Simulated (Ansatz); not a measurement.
# BW (I4_1/amd) in Ansatz: reference runs

How does BW come out in PBEsol? The cell is run as given and disturbed.

Program: Ansatz 0.2.0. These are calculated values, not measurements. Logs are shortened: lines on timing, memory, paths and dates and some standing lists are left out, and cuts for length are marked.

## Step 1: The crystal as given

The structure is tetragonal, space group I4_1/amd (No. 141). Conventional cell: a = 3.115 Å, b = 3.115 Å, c = 16.930 Å, α = 90.00°, β = 90.00°, γ = 90.00°. Around W (site symmetry 2mm) lie 6 B at 2.24 to 2.35 Å. B (site symmetry 2mm) is surrounded by 2 B at 1.74 Å.

## Step 2: Single point, PBEsol

input.yaml reads:

```yaml
crystal:
  lattice:
    - [-1.5575, 1.5575, 8.465]
    - [1.5575, -1.5575, 8.465]
    - [1.5575, 1.5575, -8.465]
  atoms:
    - { symbol: W, position: [0.803, 0.803, 0.0] }
    - { symbol: W, position: [0.553, 0.053, 0.5] }
    - { symbol: W, position: [0.947, 0.447, 0.5] }
    - { symbol: W, position: [0.197, 0.197, 0.0] }
    - { symbol: B, position: [0.648, 0.648, 0.0] }
    - { symbol: B, position: [0.398, 0.898, 0.5] }
    - { symbol: B, position: [0.102, 0.602, 0.5] }
    - { symbol: B, position: [0.352, 0.352, 0.0] }
hamiltonian:
  xc: pbesol
  pseudopotentials: { kind: paw }
kpoints:
  mp_grid: { grid: [12, 12, 12] }
scf:
  occupations: { method: fermi_dirac, width: 0.05 }
output:
  forces: true
  stress: true
  eigenvalues: true
```

Potentials or basis: Ansatz PAW.

Command:

```sh
ansatz run input.yaml --threads 4 --pin off --max-ram 11264MiB --backend cpu --events-out ev --progress --plain --runs-dir out
```

Standard output:

```text
Warning: RAYON_NUM_THREADS=4 ignored (pool sized by the plan → 4); use --threads N
basis.fft_grid_basis auto: the FFT boxes are laid along the combinations [[1, 0, 1], [0, 1, 1], [0, 0, 1]] of the cell's own vectors, 3.115, 3.115 and 8.747 Å long. The dense box has 24×24×60 points. Along the cell's own vectors, as sized, it would have 60×60×60, 6.25 times as many. Of the 16 symmetry operations that the crystal satisfies within crystal.symmetry.tolerance (time reversal apart; of a slab, those that keep its plane) the dense box along the cell's own vectors carries 16, and the one as laid loses 12 of those. basis.fft_grid_basis: typed keeps the cell's own vectors: state it where this run's energies or levels are differenced outside the engine with another run's, or held beside a run that keeps those vectors.
Engine: ansatz 0.2.0, x86_64-unknown-linux-gnu
Pseudopotentials: kind: paw
Pseudopotential: W, paw, valence charge 14, recommended cutoff 420 eV (normal), W.paw.azcp
Pseudopotential: B, paw, valence charge 3, recommended cutoff 420 eV (normal), B.paw.azcp
Functional definition: PBEsol
  exchange = pbesol_x
  correlation = pbesol_c
Crystal: 8 atoms, lattice volume = 82.138 Å³
Basis set: ecut = 420 eV, 1641 PW (Γ), FFT grids on a1+a3, a2+a3, a3, exchange–correlation on 48×48×120 points (8 copies of the dense FFT grid, shifted against one another)
Bands: 42, of which v1, the nominal top of the filled ones, is band 34 counted from 1 (33 counted from 0)
Symmetry: 16 space group operations
Space group: I41/amd (ITA 141), of the structure as read, at distance tolerance 4.3e-5 Å
k-points: 163 of 1728
Non-local potential: W, projectors of the file, l = 0: 3, l = 1: 2, l = 2: 2, l = 3: 1
Non-local potential: B, projectors of the file, l = 0: 2, l = 1: 2, l = 2: 1
PAW form: soft (Blöchl's): semilocal exchange-correlation on the pseudo side does not see the compensation charge
PAW frozen core: W, regenerated for the run's functional, and the local potential with it (the file was generated under x = pbe(κ = 0.804, μ = 0.2195149727645171), c = pbe(β = 0.06672455060314922))
PAW frozen core: B, regenerated for the run's functional, and the local potential with it (the file was generated under x = pbe(κ = 0.804, μ = 0.2195149727645171), c = pbe(β = 0.06672455060314922))
PAW one-centre angular grid: W, 590 points (default); XC on 64 Gauss nodes
PAW one-centre angular grid: B, 110 points (default); XC on 64 Gauss nodes
Initial density: superposition of atomic densities (neutral atoms: chi_scale 0, normalization atom), corrected by the library's trained network
Initial wavefunctions: pseudopotential atomic-orbital guess
Functional: x = pbesol(κ = 0.804, μ = 0.12345679012345678), c = pbesol(β = 0.046)
SCF iter   1: F=—  HF=-41639.845493 eV  |F-HF|=—  |Δ(HF+E_count)|=         —  Δρ=5.13e-3  dr2=3.04e-2  ethr=1.77e-3  ⟨swp⟩=6.2  Hψ=27906  notcnv=0  defer=3
preconditioner: auto → Kerker (q_TF=auto, 2.644 Å⁻¹)  [metal: Δε(μ)=0.007 eV  Ē_g=7.628 eV  σ=0.050 eV  W_gap=0.03  n_scr=22 (ndim 8)  ℏωp=24.6 eV  f_vac=0.000  D(μ)=2.57/eV (n_scr^D=22)]
SCF iter   2: F=—  HF=-41639.839993 eV  |F-HF|=—  |Δ(HF+E_count)|=   5.50e-3  Δρ=2.84e-3  dr2=9.31e-3  ethr=4.47e-5  ⟨swp⟩=1.2  Hψ=8197  notcnv=0  defer=15
SCF iter   3: F=—  HF=-41639.837752 eV  |F-HF|=—  |Δ(HF+E_count)|=   2.24e-3  Δρ=2.53e-4  dr2=5.49e-5  ethr=1.37e-5  ⟨swp⟩=2.0  Hψ=9598  notcnv=0  defer=15
SCF iter   4: F=—  HF=-41639.837755 eV  |F-HF|=—  |Δ(HF+E_count)|=   2.75e-6  Δρ=4.48e-5  dr2=1.15e-6  ethr=8.07e-8  ⟨swp⟩=2.2  Hψ=10515  notcnv=0  defer=15
iter 5 did not close the SCF: its close was put off for the readings that it lacked (scf_convergence_deferred on its scf_iter line)
SCF iter   5: F=-41639.837754 eV  HF=-41639.837755 eV  |F-HF|=2.58e-8  |Δ(HF+E_count)|=   8.50e-8  Δρ=7.95e-6  dr2=4.25e-8  ethr=1.69e-9  ⟨swp⟩=2.0  Hψ=9811  notcnv=0  defer=15
SCF iter   6: F=-41639.837755 eV  HF=-41639.837755 eV  |F-HF|=4.15e-10  |Δ(HF+E_count)|=   6.44e-9  Δρ=9.39e-7  dr2=6.84e-10  ethr=6.24e-11  ⟨swp⟩=5.4  Hψ=25761  notcnv=0
SCF 1 converged in 6 iterations: F = -41639.837755 eV  dr2 = 6.84e-10
SCF converged after 6 iterations
Free energy (F): -41639.837755 eV
Harris-Foulkes:  -41639.837755 eV  (|F-HF|=4.15e-10)
Internal energy: -41639.816632 eV  (E = F + TS)
E sigma→0 (E₀):  -41639.827193 eV
Entropy (-TS):   -0.021122 eV (-2.640 meV/atom)
Fermi energy:    21.835596 eV
--- Per-component energies (eV) ---
  E_band       = -246.098931
  E_kinetic    = 2020.436930
  E_local      = -2563.865405  (includes V_loc(G=0)·N_el)
  E_nonlocal   = 55.671100
  E_hartree    = 941.300110
  E_xc         = -1198.212139
  E_vxc        = -1119.093344  (∫ρ·V_xc dr)
  E_paw        = -34047.673730  (= ΣΔE_a)
  E_vpaw       = -521.848835  (= ΣTr[D̂ρ^β])
  E_aug_tail   = -0.000284  (compensation charges beyond the density's cutoff)
  E_ewald      = -6848.419225
  E_core_change = 0.946012  (= ΣΔE_core)
  E_smearing   = -0.021122  (= −TS)
  E_closure    = -0.000000  (closes the sum)
  Σ components = -41639.837755   (vs F -41639.837755, Δ=0.00e0)
--- Forces (eV/Å), atoms counted from 1 ---
  atom   1  W     -0.00000000     0.00000000    -0.54472071
  atom   2  W     -0.00000000     0.00000000    -0.54472071
  atom   3  W      0.00000000    -0.00000000     0.54472071
  atom   4  W      0.00000000     0.00000000     0.54472071
  atom   5  B     -0.00000000     0.00000000     2.05311167
  atom   6  B      0.00000000    -0.00000000     2.05311167
  atom   7  B      0.00000000     0.00000000    -2.05311167
  atom   8  B     -0.00000000    -0.00000000    -2.05311167
  max |Σ_I F_I| component: 4.44e-16 eV/Å
--- Stress (GPa, compression-positive) ---
        1.586213       0.000000       0.000000
        0.000000       1.586213       0.000000
        0.000000       0.000000       6.486908
  P = ⅓ Tr σ = 3.2198 GPa (32.198 kbar)
--- Band table (eV; the first three rows and the last of 163) ---
  k-point 0: bands = ["-52.6932", "-52.6609", "-52.6178", "-52.5851", "-17.4336", "-17.0386", "-17.0286", "-16.9977", "-16.9977", "-16.9972", "-16.9972", "-16.7120", "-16.7120", "-16.6559", "-16.6559", "-16.6011", "7.4031", "8.6057", "11.7934", "12.9600", "15.9012", "16.0717", "16.1408", "16.1408", "16.6334", "16.6334", "16.7142", "17.9858", "18.1288", "18.5011", "20.7441", "20.7441", "21.2763", "21.9934", "22.1012", "22.1811", "22.1811", "22.4883", "23.0416", "24.0861", "24.5831", "24.5831"]
  k-point 1: bands = ["-52.6886", "-52.6573", "-52.6182", "-52.5866", "-17.4155", "-17.1327", "-17.0757", "-17.0175", "-17.0038", "-17.0013", "-16.9111", "-16.7324", "-16.7104", "-16.6971", "-16.6576", "-16.6007", "7.6377", "8.7334", "12.0830", "13.1846", "15.3793", "15.5043", "15.6487", "16.4072", "16.6692", "16.8034", "16.8274", "18.3272", "18.5588", "18.8941", "19.9026", "20.4304", "21.1898", "21.2098", "21.7238", "21.9308", "22.6495", "22.7240", "23.4023", "23.8665", "23.9801", "24.8308"]
  k-point 2: bands = ["-52.6758", "-52.6477", "-52.6191", "-52.5909", "-17.3678", "-17.2182", "-17.1629", "-17.0681", "-17.0570", "-17.0055", "-16.8579", "-16.8087", "-16.7792", "-16.7109", "-16.6506", "-16.6151", "8.2769", "9.1038", "12.8990", "13.7065", "14.5747", "14.8389", "14.9117", "15.8556", "17.0550", "17.1324", "17.1667", "18.4609", "18.5538", "19.2765", "19.7202", "19.7470", "19.9114", "20.3838", "20.9169", "22.3338", "22.9311", "23.5772", "23.5902", "23.6701", "24.2946", "25.4883"]
  k-point 162: bands = ["-52.6804", "-52.6804", "-52.5981", "-52.5981", "-17.3195", "-17.3195", "-17.0368", "-17.0368", "-16.9431", "-16.9431", "-16.7479", "-16.7479", "-16.7314", "-16.7314", "-16.6349", "-16.6349", "7.9087", "7.9087", "12.5000", "12.5000", "16.1428", "16.1428", "16.2108", "16.2108", "16.6267", "16.6267", "16.8823", "16.8823", "18.3677", "18.3677", "20.9827", "20.9827", "21.5477", "21.5477", "21.8153", "21.8153", "22.7920", "22.7920", "23.6467", "23.6467", "24.3684", "24.3684"]
```

Run time: 6.5 s. Hardware: 4 threads of Intel Xeon Platinum 8375C at 2.90GHz (Ice Lake), shared host; peak memory 0.74 GiB.

What came out:

```yaml
Free_energy: -41639.8378 eV
Pressure: 3.2 GPa
Largest_force: 2.053 eV/Å
Band_gap_on_the_k_mesh: none (metal or under the smearing width)
```

Forces in eV/Å, atoms in the order of the input:
```
W    0.000  0.000 -0.545
W    0.000  0.000 -0.545
W    0.000  0.000  0.545
W    0.000  0.000  0.545
B    0.000  0.000  2.053
B    0.000  0.000  2.053
B    0.000  0.000 -2.053
B    0.000  0.000 -2.053
```

Stress tensor (GPa, compression positive):
```
1.59 0.00 0.00
0.00 1.59 0.00
0.00 0.00 6.49
```

Caveat: the PAW data sets come from PBE, with cores solved anew for the run's functional, which leaves a small shift of forces and pressure; forces of over 1 eV/Å show positions far from the minimum, so gaps and moduli don't describe the material at rest. Spin-orbit coupling is left out, which matters for the levels of W.

## Step 3: Single point, PBEsol (atoms moved at random, drawn with an rms of 0.05 Å)

input.yaml reads:

```yaml
crystal:
  lattice:
    - [-1.5575, 1.5575, 8.465]
    - [1.5575, -1.5575, 8.465]
    - [1.5575, 1.5575, -8.465]
  atoms:
    - { symbol: W, position: [0.782725, 0.800713, -0.022105] }
    - { symbol: W, position: [0.559636, 0.05542, 0.508337] }
    - { symbol: W, position: [0.95969, 0.448813, 0.516541] }
    - { symbol: W, position: [0.209864, 0.2089, 0.021153] }
    - { symbol: B, position: [0.641698, 0.632222, -0.01581] }
    - { symbol: B, position: [0.397273, 0.875847, 0.477799] }
    - { symbol: B, position: [0.115125, 0.599712, 0.514415] }
    - { symbol: B, position: [0.35877, 0.352138, -3.0e-05] }
hamiltonian:
  xc: pbesol
  pseudopotentials: { kind: paw }
kpoints:
  mp_grid: { grid: [12, 12, 12] }
scf:
  occupations: { method: fermi_dirac, width: 0.05 }
output:
  forces: true
  stress: true
  eigenvalues: true
```

Potentials or basis: Ansatz PAW.

Command:

```sh
ansatz run input.yaml --threads 4 --pin off --max-ram 11264MiB --backend cpu --events-out ev --progress --plain --runs-dir out
```

Standard output:

```text
Warning: RAYON_NUM_THREADS=4 ignored (pool sized by the plan → 4); use --threads N
basis.fft_grid_basis auto: the FFT boxes are laid along the combinations [[1, 0, 1], [0, 1, 1], [0, 0, 1]] of the cell's own vectors, 3.115, 3.115 and 8.747 Å long. The dense box has 24×24×60 points. Along the cell's own vectors, as sized, it would have 60×60×60, 6.25 times as many. basis.fft_grid_basis: typed keeps the cell's own vectors: state it where this run's energies or levels are differenced outside the engine with another run's, or held beside a run that keeps those vectors.
Engine: ansatz 0.2.0, x86_64-unknown-linux-gnu
Pseudopotentials: kind: paw
Pseudopotential: W, paw, valence charge 14, recommended cutoff 420 eV (normal), W.paw.azcp
Pseudopotential: B, paw, valence charge 3, recommended cutoff 420 eV (normal), B.paw.azcp
Functional definition: PBEsol
  exchange = pbesol_x
  correlation = pbesol_c
Crystal: 8 atoms, lattice volume = 82.138 Å³
[... 51 lines left out ...]
  atom   4  W     -0.73828735    -0.69868756    -0.31103227
  atom   5  B      0.76933037     0.92760902     2.83585659
  atom   6  B      1.43962005    -0.17058467     2.31507850
  atom   7  B      0.28843219    -0.91008882    -1.71339330
  atom   8  B     -0.82357665    -0.06404026    -3.02951251
  max |Σ_I F_I| component: 6.42e-6 eV/Å
--- Stress (GPa, compression-positive) ---
        3.283645       0.424909       0.944264
        0.424909       3.586420      -0.440947
        0.944265      -0.440947       9.578884
  P = ⅓ Tr σ = 5.4830 GPa (54.830 kbar)
--- Band table (eV; the first three rows and the last of 868) ---
  k-point 0: bands = ["-52.6992", "-52.6670", "-52.6205", "-52.5878", "-17.4458", "-17.0572", "-17.0501", "-17.0137", "-17.0050", "-16.9994", "-16.9966", "-16.7240", "-16.7207", "-16.6812", "-16.6480", "-16.5784", "7.3724", "8.5651", "11.8098", "12.9853", "15.6897", "15.8960", "16.0340", "16.1761", "16.4970", "16.6094", "16.8448", "17.8723", "18.1881", "18.4846", "20.6625", "20.7762", "21.2733", "21.9508", "22.0008", "22.1805", "22.2240", "22.6121", "23.0704", "24.0808", "24.4914", "24.5112"]
  k-point 1: bands = ["-52.6945", "-52.6634", "-52.6208", "-52.5893", "-17.4279", "-17.1446", "-17.0910", "-17.0308", "-17.0140", "-17.0074", "-16.9207", "-16.7444", "-16.7269", "-16.7018", "-16.6529", "-16.5862", "7.6053", "8.6909", "12.0992", "13.2082", "15.2257", "15.3713", "15.6274", "16.2445", "16.6205", "16.7986", "16.9310", "18.3579", "18.4399", "18.8600", "19.8953", "20.4450", "21.1202", "21.2741", "21.6278", "21.9912", "22.6667", "22.7355", "23.3882", "23.7999", "24.0582", "24.7530"]
  k-point 2: bands = ["-52.6816", "-52.6540", "-52.6217", "-52.5937", "-17.3812", "-17.2298", "-17.1746", "-17.0839", "-17.0626", "-17.0188", "-16.8718", "-16.8205", "-16.7779", "-16.7209", "-16.6480", "-16.6051", "8.2386", "9.0562", "12.9122", "13.7151", "14.4604", "14.7058", "14.9063", "15.7915", "17.0130", "17.1548", "17.2009", "18.4762", "18.5738", "19.2822", "19.5434", "19.7372", "19.9231", "20.3913", "20.9336", "22.3009", "22.9146", "23.4167", "23.6359", "23.7761", "24.3312", "25.3864"]
  k-point 867: bands = ["-52.6899", "-52.6823", "-52.6052", "-52.5970", "-17.3441", "-17.3188", "-17.0495", "-17.0444", "-16.9559", "-16.9522", "-16.7845", "-16.7661", "-16.7440", "-16.7125", "-16.6334", "-16.6144", "7.8275", "7.9242", "12.4472", "12.5900", "15.7882", "15.9928", "16.1561", "16.1827", "16.5104", "16.6634", "16.9215", "17.0141", "18.2484", "18.4493", "20.9279", "20.9879", "21.4170", "21.5000", "21.8418", "21.9554", "22.6275", "22.9698", "23.4972", "23.6850", "24.3057", "24.5110"]
```

Run time: 50 s. Hardware: 4 threads of Intel Xeon Platinum 8375C at 2.90GHz (Ice Lake), shared host; peak memory 2.1 GiB.

What came out:

```yaml
Free_energy: -41639.4312 eV
Pressure: 5.5 GPa
Largest_force: 3.140 eV/Å
Band_gap_on_the_k_mesh: none (metal or under the smearing width)
```

Forces on the atoms (eV/Å):
```
W    0.118  1.242 -0.482
W   -0.546  0.221 -0.878
W   -0.508 -0.548  1.264
W   -0.738 -0.699 -0.311
B    0.769  0.928  2.836
B    1.440 -0.171  2.315
B    0.288 -0.910 -1.713
B   -0.824 -0.064 -3.030
```

Levels at points of the mesh, in eV from the Fermi level:
```csv
k point,band 32,band 33,band 34,band 35,band 36,band 37
"(0.00, 0.00, 0.00)",-1.04,-0.54,0.14,0.19,0.37,0.41
"(0.00, 0.00, -0.50)",-2.64,2.31,2.36,2.48,2.53,2.58
"(0.00, -0.50, 0.00)",-2.43,-1.81,-1.25,-0.54,0.97,1.29
"(0.00, -0.50, -0.50)",-2.42,-1.89,-1.27,-0.69,0.92,1.32
"(-0.50, 0.00, 0.00)",-2.55,-1.70,-1.24,-0.44,0.90,1.29
"(-0.50, 0.00, -0.50)",-2.45,-1.87,-1.16,-0.63,1.02,1.27
"(-0.50, -0.50, 0.00)",-2.63,2.33,2.35,2.45,2.55,2.58
"(-0.50, -0.50, -0.50)",-0.83,-0.40,-0.31,0.03,0.14,0.81
```

Caveat: the PAW data sets come from PBE, with cores solved anew for the run's functional, which leaves a small shift of forces and pressure.
